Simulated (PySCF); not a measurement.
# Perfluoropropionyl Chloride (C3ClF5O): NMR shifts and electronic excitations in gas and solvents, part 2 of 2

PySCF 2.14.0. Atoms count from 0. Earlier steps stand in the parts before.

## 5. Excited states and response: B3LYP/def2-SVPD

What the job is given:

```
{"job": {"kind": "uv", "xc": "B3LYP", "basis": "def2-SVPD", "dynamic": true, "nstates": 6, "ntriplets": 0}, "charge": 0, "multiplicity": 1}
O      1.499340    -1.779897    -0.161931
C      1.147474    -0.715140    -0.526504
Cl     2.213630     0.505168    -1.179706
C     -0.330015    -0.255106    -0.462541
F     -1.094225    -1.346184    -0.401484
F     -0.651075     0.452546    -1.548522
C     -0.627040     0.602966     0.789242
F     -0.256722    -0.059184     1.876787
F     -1.921273     0.860827     0.855983
F      0.041414     1.745225     0.731350
```

With the program's defaults for keys left out, this is: TDDFT B3LYP/def2-SVPD, vertical, gas phase, core orbitals frozen in the response.

The log of the run:

```text
coarse grid: 11400 points
cycle   1  E = -1147.8485530434  dE =  1.968e+00  |g| = 1.370e+00  |ddm| = 4.249e+00
cycle   2  E = -1146.5504393529  dE =  1.298e+00  |g| = 3.025e+00  |ddm| = 4.402e+00
cycle   3  E = -1148.1624855557  dE = -1.612e+00  |g| = 3.903e-01  |ddm| = 3.395e+00
cycle   4  E = -1148.1869404734  dE = -2.445e-02  |g| = 1.827e-01  |ddm| = 5.295e-01
cycle   5  E = -1148.1930414176  dE = -6.101e-03  |g| = 2.769e-02  |ddm| = 1.661e-01
cycle   6  E = -1148.1931832409  dE = -1.418e-04  |g| = 1.030e-02  |ddm| = 5.133e-02
cycle   7  E = -1148.1932043283  dE = -2.109e-05  |g| = 2.770e-03  |ddm| = 1.359e-02
cycle   8  E = -1148.1932056460  dE = -1.318e-06  |g| = 6.651e-04  |ddm| = 3.075e-03
final grid: 114600 points
cycle   9  E = -1148.3376578582  dE = -3.770e-05  |g| = 6.837e-03  |ddm| = 7.848e-02
cycle  10  E = -1148.3376408112  dE =  1.705e-05  |g| = 1.208e-02  |ddm| = 1.448e-02
cycle  11  E = -1148.3376645803  dE = -2.377e-05  |g| = 1.952e-03  |ddm| = 1.070e-02
cycle  12  E = -1148.3376652992  dE = -7.189e-07  |g| = 3.810e-04  |ddm| = 2.091e-03
cycle  13  E = -1148.3376653253  dE = -2.609e-08  |g| = 7.906e-05  |ddm| = 4.801e-04
cycle  14  E = -1148.3376653265  dE = -1.198e-09  |g| = 3.204e-05  |ddm| = 1.558e-04
cycle  15  E = -1148.3376653268  dE = -2.326e-10  |g| = 5.347e-06  |ddm| = 4.938e-05
converged SCF energy = -1148.3376653268

Static polarisability (au): isotropic 57.675, principal 47.643 57.900 67.481

Singlet excitations
state   eV       nm        f      main configurations
  1   4.7808    259.3   0.00095   H->L 0.98
  2   5.7563    215.4   0.00079   H-1->L 0.99
  3   6.4489    192.3   0.03473   H-2->L 0.86, H->L+1 0.11
  4   7.5397    164.4   0.02119   H-3->L 0.97
  5   8.0293    154.4   0.05109   H-1->L+1 0.53, H->L+1 0.38
  6   8.2109    151.0   0.00178   H-2->L+1 0.97
```

Run time: 69 s. Hardware: 1 thread of Arm Neoverse V1, shared host; peak memory 1 GiB.

Frontier orbitals and where they lie:

```
orbital      eV                       atoms
 HOMO−3  -11.57   F4 15 %, F5 13 %, C3 13 %
 HOMO−2  -10.10  Cl2 73 %, O0 15 %, C1 10 %
 HOMO−1   -9.95    Cl2 75 %, C1 8 %, C3 5 %
   HOMO   -9.41   O0 53 %, Cl2 22 %, C1 8 %
   LUMO   -2.86  C1 39 %, O0 33 %, Cl2 13 %
 LUMO+1   -0.49   Cl2 57 %, C1 24 %, C3 6 %
 LUMO+2    0.36  Cl2 17 %, C6 14 %, C1 12 %
```

With each of the 6 states as a Gaussian band of 0.4 eV half-width at 1/e, the curve within the window shown has maxima at 260 nm (ε 39), 193 nm (ε 1,400), 156 nm (ε 2,300) L/(mol cm). Beyond the last state computed it falls off for lack of states. The curve at chosen wavelengths:

```csv
nm,ε (L/mol/cm)
146,529
152,1955
158,2221
164,1427
170,706
176,345
182,618
188,1209
194,1389
200,991
206,485
212,188
218,72
224,33
230,19
236,16
242,21
248,29
254,36
260,39
266,35
272,29
278,21
284,13
290,8
296,4
```

Leading natural transition orbitals of singlet state 5: the hole lies on Cl2 74 %; O0 19 %; the particle on Cl2 53 %; C1 28 %; C3 8 %.

Leading natural transition orbitals of singlet state 1: the hole lies on O0 62 %; Cl2 20 %; C3 7 %; the particle on C1 47 %; O0 31 %; Cl2 10 %.

Ground-state properties from the same run:

| property | computed |
| --- | --- |
| dipole moment (D) | 1.03 |
| polarisability (Å³) | 8.55 |
| HOMO–LUMO gap (eV) | 6.55 |
| −ε(HOMO) (eV) | 9.41 |
| C6 with itself (au) | 1743 |

Orbitals, density, ELF and potential are computed afterwards from the orbital file.

Frontier orbitals at B3LYP/def2-SVPD, with the share of their density that lies nearest to each atom:

```
orbital  energy (eV)                     lies on
   HOMO        -9.41   O0 55 %; Cl2 22 %; C3 8 %
   LUMO        -2.86  C1 45 %; O0 30 %; Cl2 10 %
```

ELF in a plane through or near 4 of the atoms.

Values, 10 rows by 14 columns:
```
0.00 0.00 0.00 0.00 0.00 0.00 0.00 0.00 0.00 0.00 0.00 0.00 0.00 0.00
0.00 0.00 0.00 0.03 0.08 0.06 0.00 0.00 0.00 0.00 0.00 0.00 0.00 0.00
0.00 0.01 0.28 0.57 0.76 0.73 0.15 0.08 0.38 0.31 0.04 0.00 0.00 0.00
0.00 0.21 0.78 0.56 0.78 0.84 0.18 0.46 0.85 0.79 0.06 0.00 0.00 0.00
0.00 0.06 0.57 0.73 0.81 0.64 0.14 0.20 0.42 0.30 0.61 0.48 0.02 0.00
0.00 0.00 0.01 0.12 0.57 0.42 0.91 0.35 0.85 0.71 0.48 0.68 0.07 0.00
0.00 0.00 0.03 0.25 0.43 0.18 0.30 0.74 0.14 0.17 0.67 0.28 0.01 0.00
0.00 0.00 0.00 0.05 0.08 0.02 0.80 0.76 0.75 0.03 0.01 0.00 0.00 0.00
0.00 0.00 0.00 0.00 0.00 0.00 0.12 0.20 0.09 0.00 0.00 0.00 0.00 0.00
0.00 0.00 0.00 0.00 0.00 0.00 0.00 0.00 0.00 0.00 0.00 0.00 0.00 0.00
```
The map spans 9.7 Å across and 8.6 Å up, centred on the molecule. Atoms in the plane (x, y in Å): Cl2 (-2.1, 1.5), C3 (-0.1, -0.4), F4 (0.1, -1.7), F8 (2.3, -0.2).

log10 of the density (e/Å³) in the same plane.

Ten even steps from '0' (-4.0) to '9' (2.3):
```
0000000000000000000000000000
0000001111100000000000000000
0000122232221111111100000000
0011233444332223332211000000
0012345555543334444321000000
0123456666654456665532110000
0133556897654456776543210000
0123456776654456665544321000
0123455666655555666555432100
0012345566666666666777542100
0012334566666766666797543100
0011234556666666556676542100
0001234455555666544555432100
0001223444456776543333221000
0000122333356776543222110000
0000001122344555432110000000
0000000011123343321000000000
0000000000011222110000000000
0000000000000000000000000000
0000000000000000000000000000
```
The map spans 9.7 Å across and 8.6 Å up, centred on the molecule. Atoms in the plane (x, y in Å): Cl2 (-2.1, 1.5), C3 (-0.1, -0.4), F4 (0.1, -1.7), F8 (2.3, -0.2).

On the surface of density 0.002 e/bohr³ the electrostatic potential runs, from the 1st to the 99th percentile, from -0.73 V near O0 to 1.85 V near C1.

## 6. Ultraviolet spectrum: B3LYP/def2-SVPD in chloroform

Same as in step 5 but for these lines:

```diff
@@ -1,2 +1,2 @@
-{"job": {"kind": "uv", "xc": "B3LYP", "basis": "def2-SVPD", "dynamic": true, "nstates": 6, "ntriplets": 0}, "charge": 0, "multiplicity": 1}
+{"job": {"kind": "uv", "xc": "B3LYP", "basis": "def2-SVPD", "solvent": "chloroform", "nstates": 6, "ntriplets": 0}, "charge": 0, "multiplicity": 1}
 O      1.499340    -1.779897    -0.161931
```

Method: TDDFT B3LYP/def2-SVPD, vertical, IEF-PCM chloroform (non-equilibrium linear response), core orbitals frozen in the response.

The log of the run:

```text
coarse grid: 11400 points
cycle   1  E = -1147.8591743840  dE =  1.958e+00  |g| = 1.353e+00  |ddm| = 4.252e+00
cycle   2  E = -1146.7148614818  dE =  1.144e+00  |g| = 2.881e+00  |ddm| = 4.166e+00
cycle   3  E = -1148.1742604962  dE = -1.459e+00  |g| = 3.308e-01  |ddm| = 3.104e+00
cycle   4  E = -1148.1907210552  dE = -1.646e-02  |g| = 1.645e-01  |ddm| = 4.391e-01
cycle   5  E = -1148.1955395890  dE = -4.819e-03  |g| = 2.206e-02  |ddm| = 1.417e-01
cycle   6  E = -1148.1956281146  dE = -8.853e-05  |g| = 7.712e-03  |ddm| = 3.696e-02
cycle   7  E = -1148.1956383396  dE = -1.022e-05  |g| = 2.222e-03  |ddm| = 8.856e-03
cycle   8  E = -1148.1956391261  dE = -7.866e-07  |g| = 5.833e-04  |ddm| = 2.223e-03
final grid: 114600 points
cycle   9  E = -1148.3400888406  dE = -3.789e-05  |g| = 6.723e-03  |ddm| = 7.870e-02
cycle  10  E = -1148.3400736218  dE =  1.522e-05  |g| = 1.158e-02  |ddm| = 1.403e-02
cycle  11  E = -1148.3400955307  dE = -2.191e-05  |g| = 1.677e-03  |ddm| = 1.010e-02
cycle  12  E = -1148.3400960545  dE = -5.239e-07  |g| = 3.534e-04  |ddm| = 1.822e-03
cycle  13  E = -1148.3400960763  dE = -2.182e-08  |g| = 7.213e-05  |ddm| = 4.173e-04
cycle  14  E = -1148.3400960774  dE = -1.044e-09  |g| = 2.121e-05  |ddm| = 1.220e-04
cycle  15  E = -1148.3400960775  dE = -7.799e-11  |g| = 4.938e-06  |ddm| = 2.817e-05
converged SCF energy = -1148.3400960775

Static polarisability (au): isotropic 68.527, principal 55.865 68.158 81.559

Singlet excitations
state   eV       nm        f      main configurations
  1   4.8225    257.1   0.00112   H->L 0.98
  2   5.7377    216.1   0.00094   H-1->L 0.99
  3   6.3979    193.8   0.05577   H-2->L 0.89, H->L+1 0.08
  4   7.5406    164.4   0.02708   H-3->L 0.97
  5   8.0311    154.4   0.07564   H-1->L+1 0.47, H->L+1 0.45
  6   8.2129    151.0   0.00204   H-2->L+1 0.97
```

It took 48 s on 1 thread of Arm Neoverse V1, shared host; peak memory 1 GiB.

This run: HOMO -9.32 eV, LUMO -2.73 eV; lowest singlet 4.82 eV.

## 7. Excited states and response: B3LYP/def2-SVPD in methanol

Same as in step 6 but for these lines:

```diff
@@ -1,2 +1,2 @@
-{"job": {"kind": "uv", "xc": "B3LYP", "basis": "def2-SVPD", "solvent": "chloroform", "nstates": 6, "ntriplets": 0}, "charge": 0, "multiplicity": 1}
+{"job": {"kind": "uv", "xc": "B3LYP", "basis": "def2-SVPD", "solvent": "methanol", "nstates": 6, "ntriplets": 0}, "charge": 0, "multiplicity": 1}
 O      1.499340    -1.779897    -0.161931
```

With the program's defaults for keys left out, this is: TDDFT B3LYP/def2-SVPD, vertical, IEF-PCM methanol (non-equilibrium linear response), core orbitals frozen in the response.

The log of the run:

```text
coarse grid: 11400 points
cycle   1  E = -1147.8634761018  dE =  1.954e+00  |g| = 1.347e+00  |ddm| = 4.253e+00
cycle   2  E = -1146.7692615903  dE =  1.094e+00  |g| = 2.831e+00  |ddm| = 4.086e+00
cycle   3  E = -1148.1774923597  dE = -1.408e+00  |g| = 3.150e-01  |ddm| = 3.009e+00
cycle   4  E = -1148.1921671181  dE = -1.467e-02  |g| = 1.585e-01  |ddm| = 4.167e-01
cycle   5  E = -1148.1966127328  dE = -4.446e-03  |g| = 2.089e-02  |ddm| = 1.358e-01
cycle   6  E = -1148.1966913210  dE = -7.859e-05  |g| = 7.065e-03  |ddm| = 3.362e-02
cycle   7  E = -1148.1966996328  dE = -8.312e-06  |g| = 2.072e-03  |ddm| = 7.931e-03
final grid: 114600 points
cycle   8  E = -1148.3411453743  dE = -3.547e-05  |g| = 7.956e-03  |ddm| = 7.901e-02
cycle   9  E = -1148.3411198041  dE =  2.557e-05  |g| = 1.447e-02  |ddm| = 1.833e-02
cycle  10  E = -1148.3411553705  dE = -3.557e-05  |g| = 1.772e-03  |ddm| = 1.294e-02
cycle  11  E = -1148.3411559677  dE = -5.972e-07  |g| = 3.539e-04  |ddm| = 1.982e-03
cycle  12  E = -1148.3411559899  dE = -2.220e-08  |g| = 6.430e-05  |ddm| = 4.665e-04
cycle  13  E = -1148.3411559908  dE = -9.295e-10  |g| = 1.247e-05  |ddm| = 1.254e-04
converged SCF energy = -1148.3411559908

Static polarisability (au): isotropic 73.378, principal 59.819 72.424 87.889

Singlet excitations
state   eV       nm        f      main configurations
  1   4.8447    255.9   0.00110   H->L 0.98
  2   5.7373    216.1   0.00091   H-1->L 0.99
  3   6.3990    193.8   0.05354   H-2->L 0.89, H->L+1 0.08
  4   7.5468    164.3   0.02583   H-3->L 0.97
  5   8.0490    154.0   0.06192   H-1->L+1 0.49, H->L+1 0.43
  6   8.2169    150.9   0.00189   H-2->L+1 0.97
```

Wall time 47 s (1 thread of Arm Neoverse V1, shared host); peak memory 1 GiB.

This run: HOMO -9.30 eV, LUMO -2.69 eV; lowest singlet 4.84 eV.

## 8. Comparing the runs: NMR shifts

Shifts (ppm) of some atoms, chosen among heavy atoms and hydrogens apart, means over like atoms, with basis size and wall time:

```csv
run,C1,C3,O0,F7,F4,functions,time
PBE0/pcSseg-1 in chloroform,175.8,111.2,622.8,-90.1,-134.8,177,25 s
PBE0/pcSseg-1 in methanol,176.7,111.5,618.3,-89.3,-134.2,177,23 s
```

The continuum's effect on the ground state:

```csv
solvent,ε,polarisation energy (Eh),μ (D)
chloroform,4.71,-0.0025,1.10
methanol,32.61,-0.0036,1.16
```

## 9. Run by run: electronic excitations

Excitations and ground-state properties, with basis size and wall time:

```csv
run,lowest singlet (eV),brightest (eV),f,gap (eV),α (Å³),μ (D),functions,time
B3LYP/def2-SVPD,4.78,8.03,0.051,6.55,8.55,1.03,225,69 s
B3LYP/def2-SVPD in chloroform,4.82,8.03,0.076,6.59,10.15,1.25,225,48 s
B3LYP/def2-SVPD in methanol,4.84,8.05,0.062,6.61,10.87,1.34,225,47 s
```

The continuum's effect on the ground state:

```
   solvent      ε  polarisation energy (Eh)  μ (D)
chloroform   4.71                   -0.0026   1.25
  methanol  32.61                   -0.0038   1.34
```

## 10. Summary of results

This closing draws on all 2 parts.

```
                                                                             quantity                        value
                                                                          point group                           C1
                                                 rotational constants (main isotopes)         1.66, 0.95, 0.87 GHz
                                   ¹³C shifts against TMS (PBE0/pcSseg-1, chloroform)      175.8, 123.7, 111.2 ppm
                                   ¹⁷O shifts against H2O (PBE0/pcSseg-1, chloroform)                    622.8 ppm
¹⁹F shifts against CFCl3 (PBE0/pcSseg-1, chloroform, means over atoms taken as alike)            -90.1, -134.8 ppm
                                         shieldings of Cl (PBE0/pcSseg-1, chloroform)                Cl2 473.6 ppm
                                                     lowest singlet (B3LYP/def2-SVPD)  4.78 eV (259 nm), f = 0.001
                                             brightest single state of those computed  state 5, 8.03 eV, f = 0.051
                                                surface potential, 1st and 99th percentile           -0.73 V and 1.85 V
                                                             range of the shift of O0           618.3 to 622.8 ppm
                                                          range of the lowest singlet              4.78 to 4.84 eV
```

In words: Over 7 steps the energy fell by 0.050 eV; of the close pairs, C1–Cl2 changed most, 1.723 to 1.747 Å. At PBE0/pcSseg-1: Shielding is most anisotropic at O0 (span 1005 ppm, paramagnetic term -677 ppm). The lowest singlet, at 4.78 eV, is HOMO→LUMO 0.98 and is dark; of the 6 states computed, the strongest absorption comes from state 5 at 8.03 eV. At B3LYP/def2-SVPD, counted by nearest atom on the grid, the HOMO lies on O0 55 %; Cl2 22 %, the LUMO on C1 45 %; O0 30 %. Among the atoms with a shift in every run: In ppm, O0 moves most: its shift spreads over 4.5 ppm, from 618.3 (PBE0/pcSseg-1 in methanol) to 622.8 (PBE0/pcSseg-1 in chloroform). The continuum holds electrostatics alone: no hydrogen bonds to the solvent, and the gas-phase geometry is kept. The lowest singlet runs from 4.78 eV (B3LYP/def2-SVPD) to 4.84 eV (B3LYP/def2-SVPD in methanol), while the orbital gap spans 6.55 to 6.61 eV. The lowest state need not be the same one in every run.
